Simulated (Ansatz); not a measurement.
Working through harmonic frequencies at the relaxed geometry of C2H2SSe, SMILES S=C1C[Se]1

With the Ansatz DFT code, driven from Python.

Interactive session:
```pycon
>>> import ansatz as az
>>> from ase import Atoms
>>> from ase.thermochemistry import IdealGasThermo
>>> import numpy as np
>>> GEOMETRY = '''
... S    -0.22710   -2.23140    0.32710
... C    -0.38750   -0.77280    0.12490
... C     0.26500    0.54070    0.00530
... Se   -1.18700    0.83130   -0.83230
... H     1.18340    0.50220   -0.66890
... H     0.39530    1.06590    0.99780
... '''
>>> system = az.Crystal.molecule()
>>> for line in GEOMETRY.strip().splitlines():
...     symbol, *xyz = line.split()
...     system = system.atom(symbol, [float(v) for v in xyz])
...
>>> setup = (
...     system.calculation()
...     .basis(gaussian='def2-SVP')
...     .functional('b3lyp')
... )
>>> symbols = [site.symbol for site in system.cartesian_sites]
>>> start = np.array([site.position_ang for site in system.cartesian_sites], dtype=float)
>>> r = setup.relax(force_tolerance=0.003, max_steps=100).run(threads=1, backend='cpu').report

>>> end = np.array(r['positions_ang'])
>>> print('bond        before    after (A)')
bond        before    after (A)
>>> for i, j in [(0, 1), (1, 2), (1, 3), (2, 3), (2, 4), (2, 5)]:
...     d0, d1 = (np.linalg.norm(xyz[i] - xyz[j]) for xyz in (start, end))
...     print(f'{symbols[i]}{i}-{symbols[j]}{j}'.ljust(10), f'{d0:8.4f} {d1:8.4f}')
...
S0-C1        1.4813   1.6016
C1-C2        1.4715   1.4540
C1-Se3       2.0319   1.9187
C2-Se3       1.7013   2.0100
C2-H4        1.1400   1.0971
C2-H5        1.1304   1.0971
>>> minimum = az.Crystal.molecule()
>>> for symbol, xyz in zip(symbols, end):
...     minimum = minimum.atom(symbol, xyz.tolist())
...
>>> vibrating = (
...     minimum.calculation()
...     .basis(gaussian='def2-SVP')
...     .functional('b3lyp')
...     .phonons(temperatures=(298.15, 498.15, 100))
... )
>>> vib = vibrating.run(threads=1, backend='cpu').report['vibrations']
>>> sums = vib['harmonic_sums']
>>> modes = [m['omega_inv_cm'] for m in sums['modes_at_gamma'] if m['rigid_motion'] == 'no']
>>> print('frequencies (1/cm):', ' '.join(f'{w:.0f}' for w in modes))
frequencies (1/cm): 252 340 483 524 816 828 976 1015 1384 1451 3092 3189
>>> print('imaginary modes:', sum(w < 0 for w in modes), ' zero-point energy:', round(sums['zero_point_energy_ev'], 4), 'eV')
imaginary modes: 0  zero-point energy: 0.8897 eV
>>> gas = IdealGasThermo(vib_energies=[w / 8065.544 for w in modes if w > 0], geometry='linear' if len(modes) == 3 * len(symbols) - 5 else 'nonlinear',
...                      atoms=Atoms(symbols, positions=end), symmetrynumber=1, spin=0.0)
>>> print(f'H(298 K) - E = {gas.get_enthalpy(298.15, verbose=False):.4f} eV')
H(298 K) - E = 1.0342 eV
>>> print(f'S(298 K, 1 bar) = {96485.33 * gas.get_entropy(298.15, 1e5, verbose=False):.1f} J/(mol K) with symmetry number 1')
S(298 K, 1 bar) = 301.8 J/(mol K) with symmetry number 1
>>> heavier = vibrating.phonons(masses={'H': 2.014102}).run(threads=1, backend='cpu').report['vibrations']['harmonic_sums']
>>> print('deuterated (1/cm):', ' '.join(f'{m["omega_inv_cm"]:.0f}' for m in heavier['modes_at_gamma'] if m['rigid_motion'] == 'no'))
deuterated (1/cm): 247 312 456 510 607 752 773 830 1050 1415 2243 2376
>>> print('zero-point energy falls by', round(sums['zero_point_energy_ev'] - heavier['zero_point_energy_ev'], 4), 'eV')
zero-point energy falls by 0.1723 eV
```

What to keep in mind:
- The frequencies are harmonic and unscaled, in a modest basis. The result belongs to the one conformer reached from this start, and soft torsions count as harmonic oscillators.
- b3lyp holds the VWN-RPA fit, as in Gaussian; the form of ORCA and Turbomole is b3lyp5.
- The entropy takes a symmetry number of 1; a symmetric molecule's is lower by R ln(sigma).
- Timing: 2.9 min on 1 thread of Arm Neoverse V2, on a shared host, peak memory 0.31 GiB.

(Lines on the test bed's own set-up are left out of the output.)
